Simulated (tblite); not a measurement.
# C4H5BrOSi: the cost of one run

Programs: tblite 0.8.0 and PySCF 2.14.0, with density-fitted response routines of our own. Each step states its level of theory. These are calculated values for one molecule in the gas phase, unless marked as measured. Atoms count from 0, in the outputs and in this text.

### Step 1. The molecule as given

12 atoms, charge 0, multiplicity 1; geometry from: force field or distance geometry start.

Bonds of the start (Å): C0–C1 1.19, C1–Si2 1.90, Si2–C3 1.84, Si2–Br4 2.24, Si2–C5 1.88, C5–O6 1.23, C0–H7 1.06, C3–H8 1.09, C3–H9 1.10, C3–H10 1.10, C5–H11 1.10.

### Step 2. Relaxing the molecule with GFN2-xTB

The job: settings as JSON, then the geometry in Å.

```
{"job": {"kind": "relax", "xc": "GFN2-xTB", "basis": "xTB"}, "charge": 0, "multiplicity": 1}
C     -2.518300    -1.353900    -0.226900
C     -1.560500    -0.645300    -0.149600
Si    -0.021900     0.452900     0.005300
C      1.161500    -0.211800     1.248300
Br    -0.767300     2.420500     0.781200
C      0.766500     0.754100    -1.671200
O      1.936900     0.425400    -1.844700
H     -3.384600    -1.967700    -0.294500
H      2.023100     0.446900     1.388900
H      1.542300    -1.196200     0.948300
H      0.679500    -0.348100     2.230600
H      0.144200     1.222700    -2.441800
```

The run is started by

```console
$ OMP_NUM_THREADS=1 python probes_run.py task.json out
```

The driver reads the jobs from task.json and runs them one after another.

Q: Estimate the wall time of this first job on 1 thread of Arm Neoverse N1, shared host.

About 1.1 s.
